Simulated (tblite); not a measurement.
# C5H12SeSi2: the cost of one run

Programs: tblite 0.8.0 and PySCF 2.14.0, with density-fitted response routines of our own. Each step states its level of theory. These are calculated values for one molecule in the gas phase, unless marked as measured. Atoms count from 0, in the outputs and in this text.

### 1 The starting structure

20 atoms, charge 0, multiplicity 1; geometry from: force field or distance geometry start.

Bonds of the start (Å): C0–C1 1.51, C1–C2 1.38, C2–C3 1.52, C3–Si4 1.73, Si4–Se5 2.27, Si4–C6 1.88, C6–Si7 1.87, Si4–C1 1.83, C0–H8 1.11, C0–H9 1.12, C0–H10 1.11, C2–H11 1.10, C3–H12 1.12, C3–H13 1.10, Se5–H14 1.54, C6–H15 1.10, C6–H16 1.11, Si7–H17 1.47, Si7–H18 1.47, Si7–H19 1.47.

### 2 Geometry optimisation with GFN2-xTB

What the job is given:

```
{"job": {"kind": "relax", "xc": "GFN2-xTB", "basis": "xTB"}, "charge": 0, "multiplicity": 1}
C     -0.303500    -2.152700     1.106800
C     -0.960700    -0.904200     0.580000
C     -2.260100    -0.600100     0.244800
C     -1.981600     0.841100    -0.145700
Si    -0.287400     0.758400     0.197500
Se     0.380700     1.949800     2.012500
C      0.807400     0.825800    -1.327500
Si     2.496200     0.126000    -0.919300
H      0.770100    -1.968200     1.298500
H     -0.805700    -2.453800     2.060700
H     -0.422500    -2.964600     0.358600
H     -3.190600    -1.177600     0.250700
H     -2.512500     1.544900     0.544700
H     -2.190800     1.017600    -1.213500
H      0.389600     3.248800     1.182700
H      0.343100     0.229200    -2.126700
H      0.916600     1.879800    -1.648800
H      3.358200     0.241800    -2.102200
H      2.362600    -1.296300    -0.563200
H      3.085900     0.865000     0.206300
```

Launch:

```console
> OMP_NUM_THREADS=1 python probes_run.py task.json out
```

One launch serves the whole session: the jobs run in the order shown.

**Question.** How long does this first job take on 1 thread of Arm Neoverse V2, shared host?

About 1.7 s.
